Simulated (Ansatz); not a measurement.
# CO2 (CO2-I): the cost of one run

Method: DFT LDA, scalar-relativistic, plane waves, PAW, in Ansatz 0.2.0.

## Step 1: The structure to begin with

The structure is cubic, space group Pa-3 (No. 205). The conventional cell has a = 5.300 Å, b = 5.300 Å, c = 5.300 Å, α = 90.00°, β = 90.00°, γ = 90.00°. C (site symmetry -3) is surrounded by 2 O at 1.15 Å. Around O (site symmetry 3) lie 1 C at 1.15 Å.

Coordinates:

```
CELL_PARAMETERS angstrom
5.30000 0.00000 0.00000
0.00000 5.30000 0.00000
0.00000 0.00000 5.30000
ATOMIC_POSITIONS crystal
C 0.00000 0.00000 0.00000
C 0.50000 0.00000 0.50000
C 0.50000 0.50000 0.00000
C 0.00000 0.50000 0.50000
O 0.12500 0.12500 0.12500
O 0.87500 0.87500 0.87500
O 0.37500 0.87500 0.62500
O 0.62500 0.12500 0.37500
O 0.62500 0.37500 0.87500
O 0.37500 0.62500 0.12500
O 0.87500 0.62500 0.37500
O 0.12500 0.37500 0.62500
```

## Step 2: Cell and atoms relaxed at 5 GPa

Input file input.yaml:

```yaml
crystal:
  lattice:
    - [5.3, 0.0, 0.0]
    - [0.0, 5.3, 0.0]
    - [0.0, 0.0, 5.3]
  atoms:
    - { symbol: C, position: [0.0, 0.0, 0.0] }
    - { symbol: C, position: [0.5, 0.0, 0.5] }
    - { symbol: C, position: [0.5, 0.5, 0.0] }
    - { symbol: C, position: [0.0, 0.5, 0.5] }
    - { symbol: O, position: [0.125, 0.125, 0.125] }
    - { symbol: O, position: [0.875, 0.875, 0.875] }
    - { symbol: O, position: [0.375, 0.875, 0.625] }
    - { symbol: O, position: [0.625, 0.125, 0.375] }
    - { symbol: O, position: [0.625, 0.375, 0.875] }
    - { symbol: O, position: [0.375, 0.625, 0.125] }
    - { symbol: O, position: [0.875, 0.625, 0.375] }
    - { symbol: O, position: [0.125, 0.375, 0.625] }
scf:
  occupations: { method: fixed }
output:
  forces: true
  stress: true
  eigenvalues: true
  write_density: true
  write_potential: true
  elf: true
  volumetric_format: npy
hamiltonian:
  xc: lda
basis:
  ecutwfc: 600
kpoints:
  mp_grid: { grid: [4, 4, 4] }
relax:
  f_tol: 0.003
  max_steps: 60
  cell: { stress_tol: 0.03, p_target: 5 }
```

Run with:

```
$ ansatz run input.yaml --threads 3 --pin off --max-ram 8192MiB --backend cpu --events-out ev --progress --plain --runs-dir out
```

**Question.** How long does this run take on 3 threads of Arm Neoverse V1, shared host, and how much memory does it need?

About 19 s, with a peak of 0.54 GiB.
